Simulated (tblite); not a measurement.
# C4H9ClGeO: the cost of one run

Programs: tblite 0.8.0 and PySCF 2.14.0, with density-fitted response routines of our own. Each step states its level of theory. These are calculated values for one molecule in the gas phase, unless marked as measured. Atoms count from 0, in the outputs and in this text.

## Step 1: The molecule as given

16 atoms, charge 0, multiplicity 1; geometry from: force field or distance geometry start.

Bonds of the start (Å): C0–C1 1.35, C1–O2 1.36, O2–Ge3 1.81, Ge3–C4 1.95, Ge3–C5 1.95, C5–Cl6 1.76, C0–H7 1.06, C0–H8 1.08, C1–H9 1.06, Ge3–H10 1.54, C4–H11 1.11, C4–H12 1.10, C4–H13 1.11, C5–H14 1.11, C5–H15 1.11.

## Step 2: Optimising the geometry with GFN2-xTB

Job settings and geometry (Å):

```
{"job": {"kind": "relax", "xc": "GFN2-xTB", "basis": "xTB"}, "charge": 0, "multiplicity": 1}
C      2.847400    -0.329900    -0.303700
C      1.694500    -0.711700    -0.902700
O      0.600900     0.090500    -0.906400
Ge    -0.399300     0.307400     0.580500
C     -1.406300    -1.337500     0.882200
C     -1.710500     1.703300     0.212800
Cl    -1.039500     3.239800     0.762000
H      3.724100    -0.933000    -0.269900
H      2.823600     0.650300     0.150600
H      1.701600    -1.681000    -1.337700
H      0.485600     0.681700     1.788600
H     -2.480200    -1.138400     0.687700
H     -1.283000    -1.646300     1.933800
H     -1.027000    -2.108500     0.183600
H     -1.850200     1.765300    -0.884700
H     -2.689500     1.457100     0.679400
```

On the command line:

```
> OMP_NUM_THREADS=1 python probes_run.py task.json out
```

This one command runs all jobs of the session in turn.

Q: Estimate the wall time and peak memory of this first job on 1 thread of Arm Neoverse V2, shared host.

About 1.3 s, with a peak of 0.18 GiB.
